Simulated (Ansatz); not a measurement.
# [Cu(H2O)4]2+ (CuH8O4 (+2)): the relaxed shape and its frontier levels

What does [Cu(H2O)4]2+ (CuH8O4 (+2)) look like as a doublet, and where do its frontier electrons sit?

Method: UKS PBE0-D4/def2-TZVP; program: Ansatz 0.2.0, Gaussian basis.

The runs, in order: relaxation at r2SCAN-D4/def2-SVP; a search for the lowest solution at PBE-D4/def2-SVP; a single point at PBE0-D4/def2-TZVP.

1 further run of the same task is left out (set aside as unsound or not needed). Runs told in other sessions of the task aren't counted.

## Step 1: The starting structure

13 atoms, charge 2, spin multiplicity 2.

Atoms are counted from 1 here; the program's logs count them from 0.

Bond lengths: Cu1–O2 2.006 Å, Cu1–O5 1.994 Å, Cu1–O8 2.006 Å, Cu1–O11 1.994 Å, O2–H3 0.970 Å, O2–H4 0.970 Å, O5–H6 0.970 Å, O5–H7 0.970 Å, O8–H9 0.970 Å, O8–H10 0.970 Å, O11–H12 0.970 Å, O11–H13 0.970 Å. Angles: O2–Cu1–O5 89.9°, O2–Cu1–O8 171.0°, O2–Cu1–O11 90.6°, O5–Cu1–O8 90.5°, O5–Cu1–O11 174.6°, O8–Cu1–O11 89.8°, Cu1–O2–H3 115.1°, Cu1–O2–H4 117.0°, H3–O2–H4 107.7°, Cu1–O5–H6 115.0°, Cu1–O5–H7 116.7°, H6–O5–H7 107.8°, Cu1–O8–H9 115.4°, Cu1–O8–H10 116.8°, H9–O8–H10 107.7°, Cu1–O11–H12 114.8°, Cu1–O11–H13 116.7°, H12–O11–H13 107.8°.

Formally the metal is d9. No spin-orbit coupling is included. The ion is computed in the gas phase, without counter-ions or solvent.

The start is a GFN2-xTB (ALPB water) geometry.

## Step 2: Optimising with r2SCAN-D4/def2-SVP

in.yaml reads:

```yaml
crystal:
  periodic: [false, false, false]
  atoms:
    - {symbol: Cu, position_ang: [0.001550, -0.000030, 0.012090]}
    - {symbol: O, position_ang: [1.999870, -0.019740, -0.162630]}
    - {symbol: H, position_ang: [2.339850, -0.480910, -0.944860]}
    - {symbol: H, position_ang: [2.505680, -0.329270, 0.604620]}
    - {symbol: O, position_ang: [0.031970, 1.991200, 0.105610]}
    - {symbol: H, position_ang: [0.516820, 2.427180, -0.612100]}
    - {symbol: H, position_ang: [0.325350, 2.383490, 0.942700]}
    - {symbol: O, position_ang: [-1.999220, 0.019580, -0.129040]}
    - {symbol: H, position_ang: [-2.356190, 0.474010, -0.907640]}
    - {symbol: H, position_ang: [-2.489960, 0.333660, 0.646340]}
    - {symbol: O, position_ang: [-0.031770, -1.991480, 0.106780]}
    - {symbol: H, position_ang: [-0.523500, -2.425030, -0.607810]}
    - {symbol: H, position_ang: [-0.320450, -2.382650, 0.945940]}
basis:
  gaussian: {orbitals: def2-SVP}
total_charge: 2
magnetization: {spin_polarized: true, initial_magnetization: 1}
hamiltonian: {xc: r2scan, dispersion: d4}
scf: {lower_state_search: "off"}
output: {orbitals: {seedname: orbitals}}
relax: {f_tol: 0.02, max_steps: 100}
```

Launch:

```sh
ansatz run in.yaml --threads 4 --pin off --events-out ev --progress --plain --max-ram 8704MiB
```

Log (excerpt; [...] marks lines left out):

```text
Functional definition: r2SCAN
  name "r2SCAN"
  cite "Furness, Kaplan, Ning, Perdew & Sun, J. Phys. Chem. Lett. 11, 8208 (2020) doi:10.1021/acs.jpclett.0c02405"
  cite "Furness, Kaplan, Ning, Perdew & Sun, J. Phys. Chem. Lett. 11, 9248 (2020) doi:10.1021/acs.jpclett.0c03077"
  parent r2scan
[...]
1420 factors; their error is unknown
[...]
mean field -52926.36209870 eV, -1945.0079323505 hartree, gradient 2.6e-6 eV, S^2 0.751822; 0 other end points of the search recorded, 0 dependent functions left out
[...]
reference -52926.36213080 eV, -1945.0079335302 hartree; 34, 33 occupied and 93, 94 virtual orbitals, 1420 factors
relax step   1: F+E_penalty+E_count = -52926.40562042 eV  Δ(F+E_penalty+E_count) = +0.000e0 eV  max|allowed force component| = 8.514e-1 eV/Å  Δτ_max = 0.0000 Å  (25 SCF iters, accepted)
[...]
relax step   3: F+E_penalty+E_count = -52926.43437075 eV  Δ(F+E_penalty+E_count) = +3.901e-2 eV  max|allowed force component| = 1.483e0 eV/Å  Δτ_max = 0.1946 Å  (27 SCF iters, rejected (line search))
[...]
relax step   5: F+E_penalty+E_count = -52926.57242055 eV  Δ(F+E_penalty+E_count) = -5.156e-2 eV  max|allowed force component| = 2.995e-1 eV/Å  Δτ_max = 0.0999 Å  (22 SCF iters, accepted)
[...]
relax step   7: F+E_penalty+E_count = -52926.69158462 eV  Δ(F+E_penalty+E_count) = -7.172e-2 eV  max|allowed force component| = 8.637e-2 eV/Å  Δτ_max = 0.2000 Å  (27 SCF iters, accepted)
[...]
relax step  10: F+E_penalty+E_count = -52926.69608090 eV  Δ(F+E_penalty+E_count) = -5.871e-4 eV  max|allowed force component| = 1.363e-3 eV/Å  Δτ_max = 0.0178 Å  (22 SCF iters, accepted)
Total energy: -52926.69611627 eV, -1945.0202072698 hartree
Atom 0 at     0.000124     0.000009     0.015023 Å, force    -0.000052    -0.000055    -0.000153 eV/Å
Atom 1 at     1.943841    -0.203177    -0.079675 Å, force     0.000750    -0.000920     0.000495 eV/Å
Atom 2 at     2.387939    -0.926038    -0.560795 Å, force     0.000250    -0.000393     0.001141 eV/Å
Atom 3 at     2.598667     0.209101     0.513770 Å, force    -0.001191    -0.001093     0.000933 eV/Å
Atom 4 at     0.211136     1.944195    -0.020061 Å, force    -0.001231     0.001360    -0.000664 eV/Å
Atom 5 at     0.921173     2.404577    -0.504755 Å, force    -0.000815    -0.000895    -0.001040 eV/Å
Atom 6 at    -0.207590     2.585964     0.582832 Å, force    -0.000511     0.000307    -0.000771 eV/Å
Atom 7 at    -1.944864     0.203189    -0.048878 Å, force    -0.000718     0.000898     0.000516 eV/Å
Atom 8 at    -2.396569     0.926048    -0.522869 Å, force    -0.000153     0.000426     0.001154 eV/Å
Atom 9 at    -2.590202    -0.209162     0.554823 Å, force     0.001218     0.001070     0.000913 eV/Å
Atom 10 at    -0.211369    -1.944185    -0.017321 Å, force     0.001115    -0.001363    -0.000761 eV/Å
Atom 11 at    -0.929015    -2.404382    -0.490864 Å, force     0.000930     0.000898    -0.000924 eV/Å
Atom 12 at     0.216729    -2.586129     0.578771 Å, force     0.000408    -0.000240    -0.000839 eV/Å
Dipole moment:     0.001503    -0.000028     0.197783 e Å
Checks for a lower state left out: stability, starts, cluster_reference, orbital_swaps, neighbouring_geometries, increment
```

It took 15 s on 4 threads of Intel Xeon 6975P-C, shared host.

Relaxation path: (the energy doesn't fall at every step)

| step | energy from step 1 (eV) | largest force component (eV/Å) |
| --- | --- | --- |
| 1 | 0.0000 | 0.8514 |
| 2 | -0.0678 | 0.3770 |
| 3 | -0.0288 | 1.4825 |
| 4 | -0.1152 | 0.4345 |
| 5 | -0.1668 | 0.2995 |
| 6 | -0.2142 | 0.6288 |
| 7 | -0.2860 | 0.0864 |
| 8 | -0.2898 | 0.0122 |
| 9 | -0.2899 | 0.0369 |
| 10 | -0.2905 | 0.0014 |

The force was under the threshold of 0.02 eV/Å already at step 8, but the program went on to step 10.

Distances of close pairs at the start and the end, largest changes first:

| bond | before (Å) | after (Å) | change (Å) |
| --- | --- | --- | --- |
| Cu1–O2 | 2.006 | 1.957 | -0.049 |
| Cu1–O8 | 2.006 | 1.957 | -0.049 |
| Cu1–O11 | 1.994 | 1.956 | -0.038 |
| Cu1–O5 | 1.994 | 1.956 | -0.038 |
| O2–H3 | 0.970 | 0.975 | +0.006 |
| O8–H9 | 0.970 | 0.975 | +0.006 |
| O5–H6 | 0.970 | 0.975 | +0.006 |
| O11–H12 | 0.970 | 0.975 | +0.005 |

Bonds by kind at the end (by distance):

| bond | count | shortest (Å) | longest (Å) |
| --- | --- | --- | --- |
| Cu–O | 4 | 1.956 | 1.957 |
| H–O | 8 | 0.975 | 0.975 |

## Step 3: Searching for the lowest solution, PBE-D4/def2-SVP

start.molden holds the orbitals of an earlier run on this state, given as this run's starting guess.

in.yaml reads:

```yaml
crystal:
  periodic: [false, false, false]
  atoms:
    - {symbol: Cu, position_ang: [0.000124, 0.000009, 0.015023]}
    - {symbol: O, position_ang: [1.943841, -0.203177, -0.079675]}
    - {symbol: H, position_ang: [2.387939, -0.926038, -0.560795]}
    - {symbol: H, position_ang: [2.598667, 0.209101, 0.513770]}
    - {symbol: O, position_ang: [0.211136, 1.944195, -0.020061]}
    - {symbol: H, position_ang: [0.921173, 2.404577, -0.504755]}
    - {symbol: H, position_ang: [-0.207590, 2.585964, 0.582832]}
    - {symbol: O, position_ang: [-1.944864, 0.203189, -0.048878]}
    - {symbol: H, position_ang: [-2.396569, 0.926048, -0.522869]}
    - {symbol: H, position_ang: [-2.590202, -0.209162, 0.554823]}
    - {symbol: O, position_ang: [-0.211369, -1.944185, -0.017321]}
    - {symbol: H, position_ang: [-0.929015, -2.404382, -0.490864]}
    - {symbol: H, position_ang: [0.216729, -2.586129, 0.578771]}
basis:
  gaussian: {orbitals: def2-SVP, initial_orbitals: start.molden}
total_charge: 2
magnetization: {spin_polarized: true, initial_magnetization: 1}
hamiltonian: {xc: pbe, dispersion: d4}
output: {orbitals: {seedname: orbitals}}
```

Same command.

Log:

```text
Functional definition: PBE
  name "PBE"
  cite "Perdew, Burke & Ernzerhof, Phys. Rev. Lett. 77, 3865 (1996) doi:10.1103/PhysRevLett.77.3865"
  parent pbe
  parameter kappa = 0.804
  parameter beta = 0.06672455060314922
  exchange = pbe_x(kappa = kappa, mu = beta*pi^2/3)
  correlation = pbe_c(beta = beta)
1420 factors; their error is unknown
mean field evaluation 1: about -52914.8974 eV, gradient 4.3e0 eV
mean field evaluation 2: about -52915.0031 eV, gradient 1.3e-1 eV
mean field evaluation 4: about -52914.9546 eV, gradient 1.9e-3 eV
mean field evaluation 8: about -52866.8218 eV, gradient 1.2e2 eV
mean field evaluation 16: about -52914.7999 eV, gradient 7.6e0 eV
mean field evaluation 32: about -52911.8586 eV, gradient 2.1e1 eV
mean field -52914.95458831 eV, -1944.5887140759 hartree, gradient 1.8e-5 eV, S^2 0.750678; 5 other end points of the search recorded, 0 dependent functions left out
reference -52914.95465580 eV, -1944.5887165560 hartree; 34, 33 occupied and 93, 94 virtual orbitals, 1420 factors
Total energy: -52915.12707875 eV, -1944.5950529828 hartree
```

Wall time 3 s (4 threads of Intel Xeon 6975P-C, shared host).

HOMO -17.37 eV, LUMO -15.91 eV (over both spins); ⟨S²⟩ 0.751 (pure: 0.75).

## Step 4: Single point, PBE0-D4/def2-TZVP

Edit in.yaml of step 3 so:

```diff
@@ -17,6 +17,7 @@
 basis:
-  gaussian: {orbitals: def2-SVP, initial_orbitals: start.molden}
+  gaussian: {orbitals: def2-TZVP, initial_orbitals: start.molden}
 total_charge: 2
 magnetization: {spin_polarized: true, initial_magnetization: 1}
-hamiltonian: {xc: pbe, dispersion: d4}
+hamiltonian: {xc: pbe0, dispersion: d4}
+scf: {omitted_lower_state_checks: [starts]}
 output: {orbitals: {seedname: orbitals}}
```

Same command.

Log:

```text
Functional definition: PBE0
  name "PBE0"
  cite "Adamo & Barone, J. Chem. Phys. 110, 6158 (1999) doi:10.1063/1.478522"
  cite "Perdew, Burke & Ernzerhof, Phys. Rev. Lett. 77, 3865 (1996) doi:10.1103/PhysRevLett.77.3865"
  parent pbe
  parameter a = 0.25
  parameter kappa = 0.804
  parameter beta = 0.06672455060314922
  exchange = (1 - a)*pbe_x(kappa = kappa, mu = beta*pi^2/3) + a*exact_x
  correlation = pbe_c(beta = beta)
these checks for a lower state are left out or cut short: starts
1498 factors; their error is unknown
mean field evaluation 1: about -52926.9299 eV, gradient 1.4e2 eV
mean field evaluation 2: about -52931.7071 eV, gradient 5.6e0 eV
mean field evaluation 4: about -52931.9611 eV, gradient 1.2e-2 eV
mean field evaluation 8: about -52932.0088 eV, gradient 8.5e-6 eV
mean field -52932.00878836 eV, -1945.2154443679 hartree, gradient 8.5e-6 eV, S^2 0.751528; 0 other end points of the search recorded, 0 dependent functions left out
reference -52932.00881509 eV, -1945.2154453503 hartree; 34, 33 occupied and 183, 184 virtual orbitals, 1498 factors
Total energy: -52932.15437292 eV, -1945.2207945019 hartree
Checks for a lower state left out: starts
```

It took 4.4 s on 4 threads of Intel Xeon 6975P-C, shared host; peak memory 0.85 GiB.

From the report: HOMO -19.70 eV, LUMO -13.72 eV (over both spins); ⟨S²⟩ 0.752 (pure: 0.75).

Mulliken charges, from this run's orbitals:

Cu1 0.71; O2 -0.54; H3 0.43; H4 0.43; O5 -0.54; H6 0.43; H7 0.43; O8 -0.54; H9 0.43; H10 0.43; O11 -0.54; H12 0.43; H13 0.43

Mulliken spin populations:

Cu1 0.77; O2 0.05; H3 0.00; H4 0.00; O5 0.05; H6 0.00; H7 0.00; O8 0.05; H9 0.00; H10 0.00; O11 0.05; H12 0.00; H13 0.00

Largest Mayer bond orders: O2–H3 0.82; O2–H4 0.82; O5–H6 0.82; O5–H7 0.82; O8–H9 0.82; O8–H10 0.82; O11–H12 0.82; O11–H13 0.82; Cu1–O2 0.49; Cu1–O8 0.49.

## Step 5: Results

| quantity | value |
| --- | --- |
| point group | C4 |
| near neighbours of the metal | O 1.96, O 1.96, O 1.96, O 1.96 Å |
| HOMO, LUMO at PBE0-D4/def2-TZVP (over both spins) | -19.70, -13.72 eV |
| ⟨S²⟩ | 0.752 |
| charge on the metal (Mulliken, PBE0-D4/def2-TZVP) | +0.71 e |
| spin on the metal (Mulliken) | 0.77 |

The molecule keeps its bonding pattern by the stored test; the atoms moved 0.46 Å (rms). Of 1 unpaired electron, 0.77 sit on the metal by Mulliken's count. The Mulliken charge of the metal, +0.71 e, depends on the basis and isn't its oxidation state. No usable vibrations, so a minimum isn't proven. Whether this spin is the lowest isn't tested here.
